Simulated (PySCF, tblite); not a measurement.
# C₅H₁₅BOSi: geometry, infrared bands and NMR shifts

Wanted: the infrared bands and NMR shifts of C₅H₁₅BOSi (`[SiH3]C[BH2-][O+]1CCCC1`), by calculation.

The runs use tblite 0.8.0 and PySCF 2.14.0, with density-fitted response routines of our own; the level of theory stands in each step. All values are computed, except where a source is named. Atoms count from 0, in the outputs and in this text.

## (1) Starting geometry

23 atoms, charge 0, multiplicity 1; geometry from: force field or distance geometry start.

Bonds of the start (Å): Si0–C1 1.88, C1–B2 1.61, B2–O3 1.52, O3–C4 1.40, C4–C5 1.52, C5–C6 1.51, C6–C7 1.52, C7–O3 1.42, Si0–H8 1.47, Si0–H9 1.46, Si0–H10 1.48, C1–H11 1.10, C1–H12 1.11, B2–H13 1.19, B2–H14 1.19, C4–H15 1.11, C4–H16 1.12, C5–H17 1.11, C5–H18 1.10, C6–H19 1.12, C6–H20 1.11, C7–H21 1.12, C7–H22 1.12.

## (2) Geometry optimisation with GFN2-xTB

What the job is given:

```
{"job": {"kind": "relax", "xc": "GFN2-xTB", "basis": "xTB"}, "charge": 0, "multiplicity": 1}
Si     2.763800     0.973400     0.808300
C      2.251700    -0.160600    -0.599100
B      0.977400    -1.048000    -0.189100
O     -0.199100    -0.157000     0.169500
C     -0.792900     0.444400    -0.950000
C     -2.229400     0.782400    -0.579400
C     -2.515200    -0.117600     0.596500
C     -1.231500    -0.917600     0.777500
H      3.055000     0.178200     2.011900
H      3.947700     1.733100     0.420400
H      1.653800     1.909500     1.093800
H      2.039600     0.434300    -1.494300
H      3.099600    -0.844200    -0.800600
H      1.273300    -1.733100     0.735200
H      0.695600    -1.770000    -1.095000
H     -0.818000    -0.218600    -1.843000
H     -0.244200     1.382300    -1.214900
H     -2.305800     1.844600    -0.272600
H     -2.920600     0.588000    -1.415600
H     -2.711300     0.487700     1.517000
H     -3.386900    -0.779700     0.402300
H     -1.384300    -1.918300     0.290600
H     -1.023100    -1.066400     1.868300
```

Command:

```
$ OMP_NUM_THREADS=1 python probes_run.py task.json out
```

This one command runs all jobs of the session in turn.

**Question.** This job is followed by: GFN2-xTB harmonic vibrations, gas phase; GIAO PBE0/pcSseg-1 NMR shielding, non-relativistic, gas phase. Predict these results of the whole session: strongest single infrared mode (GFN2-xTB); zero-point energy (GFN2-xTB); 13C shifts against TMS (PBE0/pcSseg-1, means over atoms taken as alike); 1H shifts against TMS (PBE0/pcSseg-1, means over atoms taken as alike); 29Si shifts against TMS (PBE0/pcSseg-1); 11B shifts against BF3·OEt2 (PBE0/pcSseg-1); 17O shifts against H2O (PBE0/pcSseg-1); surface potential, 1st and 99th percentile.

**Answer**, as computed:

| quantity | value |
| --- | --- |
| strongest single infrared mode (GFN2-xTB) | 2137 cm⁻¹, 464 km/mol |
| zero-point energy (GFN2-xTB) | 118.7 kcal/mol |
| 13C shifts against TMS (PBE0/pcSseg-1, means over atoms taken as alike) | 75.6, 25.8, -3.4 ppm |
| 1H shifts against TMS (PBE0/pcSseg-1, means over atoms taken as alike) | 3.90, 3.78, 3.28, 2.03, -0.10 ppm |
| 29Si shifts against TMS (PBE0/pcSseg-1) | -77.0 ppm |
| 11B shifts against BF3·OEt2 (PBE0/pcSseg-1) | 4.2 ppm |
| 17O shifts against H2O (PBE0/pcSseg-1) | 70.8 ppm |
| surface potential, 1st and 99th percentile | -1.12 V and 1.23 V |

In words: Over 90 steps the energy fell by 0.424 eV; of the close pairs, B2–O3 changed most, 1.519 to 1.652 Å. The lowest mode is imaginary (24i cm⁻¹), so the xTB geometry is not a minimum. The strongest single mode, at 2137 cm⁻¹, moves mainly H10. GFN2-xTB is a fitted tight-binding method: band positions and strengths are rough. Its intensities can rank the bands wrongly. C4, C7 (mean) (sp3 CH2 bonded to O) lies farthest downfield among carbon, at 75.6 ppm; pulled downfield by the heteroatom. H15, H16, H21, H22 (mean) (hydrogen on an sp3 CH2 bonded to O) lies farthest downfield among hydrogen, at 3.90 ppm; its carbon carries O, which withdraws density. At PBE0/pcSseg-1: Shielding is most anisotropic at O3 (span 148 ppm, paramagnetic term -137 ppm).
